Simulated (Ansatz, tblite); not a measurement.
# BeSnSb₂ with GFN1-xTB from a Python script

These are simulated results from tblite 0.8.0, not measurements. The cell was built from a prototype and was relaxed with r2SCAN in plane waves (Ansatz 0.2.0). It may be hypothetical. All runs are without spin polarisation.

The symmetry is P-4m2 (No. 115, tetragonal); a = 4.326 Å, c = 6.062 Å in the conventional setting, 28.37 Å³ an atom. Around Be lie 4 Sb at 2.49 Å; around Sb lie 2 Be at 2.49 Å and 2 Sn at 2.81 Å; around Sn lie 4 Sb at 2.81 Å.

tblite solves periodic systems at the zone centre alone, so the script builds a cluster of 2×2×2 conventional cells (32 atoms), which folds in a coarse mesh of k points.

Input script:

```python
import json
from ase import Atoms
from ase.build import make_supercell
from ase.units import Bohr, GPa, Hartree
from tblite.interface import Calculator

atoms = Atoms(['Be', 'Sb', 'Sn', 'Sb'],
              cell=[[4.32639471, 0.0, 0.0], [0.0, 4.32639471, 0.0], [0.0, 0.0, 6.06241856]],
              scaled_positions=[[0.0, 0.0, 0.0], [0.0, 0.5, 0.203594924], [0.5, 0.5, 0.5], [0.5, 0.0, 0.796405076]],
              pbc=True)
cluster = make_supercell(atoms, [[2, 0, 0], [0, 2, 0], [0, 0, 2]])
calc = Calculator('GFN1-xTB', cluster.numbers, cluster.positions / Bohr, lattice=cluster.cell[:] / Bohr, periodic=cluster.pbc)
calc.set('temperature', 0.02 / Hartree)
calc.set('max-iter', 150)
res = calc.singlepoint()
levels = res.get('orbital-energies') * Hartree
nv = round(res.get('orbital-occupations').sum() / 2)
cells = len(cluster) // len(atoms)
out = {'energy_per_cell': res.get('energy') * Hartree / cells, 'homo': levels[nv - 1], 'lumo': levels[nv],
       'stress': (-res.get('virial') * Hartree / cluster.get_volume() / GPa).tolist(), 'charges': res.get('charges')[:len(atoms)].tolist(), 'electrons': 2 * nv / cells}
json.dump(out, open('results.json', 'w'))
for key, value in out.items():
    print(key, value)
```

Command: `python run.py`. It took 2.2 s on 1 thread of Arm Neoverse V1 (shared host), peak memory 0.1 GiB.

The log:

```
------------------------------------------------------------
  cycle        total energy    energy error   density error
------------------------------------------------------------
      1     -67.32457732411  -6.7264656E+01   5.8949906E-01
      2     -67.40434877487  -7.9771451E-02   3.6635873E-01
      3     -67.32035554373   8.3993231E-02   2.6167709E-01
      4     -67.67718495692  -3.5682941E-01   1.1136239E-02
      5     -67.67833634992  -1.1513930E-03   3.9791816E-03
      6     -67.67827788514   5.8464782E-05   3.1786675E-03
      7     -67.67829601343  -1.8128293E-05   1.2855830E-03
      8     -67.67835075287  -5.4739437E-05   4.2559249E-04
      9     -67.67835271963  -1.9667579E-06   2.9696477E-04
     10     -67.67835306416  -3.4452940E-07   2.1405245E-04
     11     -67.67835332130  -2.5713918E-07   1.5883584E-04
     12     -67.67835330074   2.0559384E-08   1.2720309E-04
     13     -67.67835337228  -7.1540939E-08   1.7313737E-05
------------------------------------------------------------

 total:                                   1.390 sec
energy_per_cell -230.2027248883199
homo -8.336428509326584
lumo -8.330399192180868
stress [[0.32382560909766017, -3.0567294067479026e-07, -1.7440051077177436e-07], [-3.056729406698399e-07, 0.3238194024078011, -3.4240743763171794e-07], [-1.7440051083395955e-07, -3.42407437267561e-07, -2.715674000360682]]
charges [-0.009186633056591509, 0.07937653803221154, -0.1495178371217789, 0.0793953585868657]
electrons 16.0
```

The cycle table is in hartree for the whole cluster, and the lines after it are in eV (the energy for one cell). The printed stress is in GPa and positive in compression, and the pressure is its mean diagonal.

GFN1-xTB gives a level spacing of 0.01 eV, too small to call a gap. On the same cell, plane-wave PBE (Ansatz, 6×6×4 k points and the special points) gives no gap (an overlap of 0.43 eV at the points read) and r2SCAN no gap (an overlap of 0.28 eV at the points read); on shared hosts these took about 12 and 26 core-seconds on the 4-atom cell, against 2.2 for the script. Spin-orbit coupling, left out in all these runs, can cut or reorder the gap by tenths of an eV, up to about 1 eV with Pb or Bi.

The same script was run on cells scaled at fixed shape and fractional coordinates:

| volume (Å³/atom) | energy (meV/atom) | pressure (GPa, positive in compression) | gap (eV) |
| --- | --- | --- | --- |
| 24.96 | 79.9 | 9.33 | 0.05 |
| 26.67 | 13.7 | 3.51 | 0.05 |
| 28.37 | 0.0 | -0.69 | 0.01 |
| 30.07 | 22.1 | -3.28 | 0.02 |
| 31.77 | 69.6 | -5.62 | 0.03 |

A Birch-Murnaghan fit puts the minimum at 28.07 Å³/atom, 1.0 % below the given cell, with a bulk modulus of 59.2 GPa at fixed shape.

xTB was fitted mostly to molecules, and a small cluster samples few k points, so gaps, pressures and kinks along a curve can be far from a solid's.

Spin-orbit coupling is left out, which matters wherever the heavy atoms make up the band edges.
